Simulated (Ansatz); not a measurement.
# Ga3B: the cost of one run

Method: DFT PBE, scalar-relativistic, plane waves, PAW, in Ansatz 0.2.0.

## (1) Starting point

It takes space group Pm-3m (No. 221, cubic). Conventional cell: a = 3.946 Å, b = 3.946 Å, c = 3.946 Å, α = 90.00°, β = 90.00°, γ = 90.00°. Around Ga (site symmetry 4/mmm) lie 2 B at 1.97 Å. B (site symmetry m-3m) has 6 Ga at 1.97 Å as nearest neighbours.

Coordinates:

```
CELL_PARAMETERS angstrom
3.94552 0.00000 0.00000
0.00000 3.94552 0.00000
0.00000 0.00000 3.94552
ATOMIC_POSITIONS crystal
Ga 0.50000 0.00000 0.00000
Ga 0.00000 0.50000 0.00000
Ga 0.00000 0.00000 0.50000
B 0.00000 0.00000 0.00000
```

A structure generator made this guess: random cell by space group and Wyckoff sites (Pm-3m, No. 221). The dimensions are guesses.

## (2) A first look at the guess

Input file input.yaml:

```yaml
crystal:
  lattice:
    - [3.94552058, 0.0, 0.0]
    - [0.0, 3.94552058, 0.0]
    - [0.0, 0.0, 3.94552058]
  atoms:
    - { symbol: Ga, position: [0.5, 0.0, 0.0] }
    - { symbol: Ga, position: [0.0, 0.5, 0.0] }
    - { symbol: Ga, position: [0.0, 0.0, 0.5] }
    - { symbol: B, position: [0.0, 0.0, 0.0] }
basis:
  ecutwfc: 420
kpoints:
  mp_grid: { grid: [4, 4, 4] }
hamiltonian:
  xc: pbe
scf:
  occupations: { method: gaussian, width: 0.1 }
  lower_state_search: "off"
output:
  forces: true
  stress: true
  eigenvalues: true
```

Run with:

```
$ ansatz run input.yaml --threads 1 --pin off --max-ram 2048MiB --backend cpu --events-out ev --progress --plain --runs-dir out
```

**Question.** How long does this run take on 1 thread of Arm Neoverse V2, shared host, and how much memory does it need?

About 1.1 s, with a peak of 0.29 GiB.
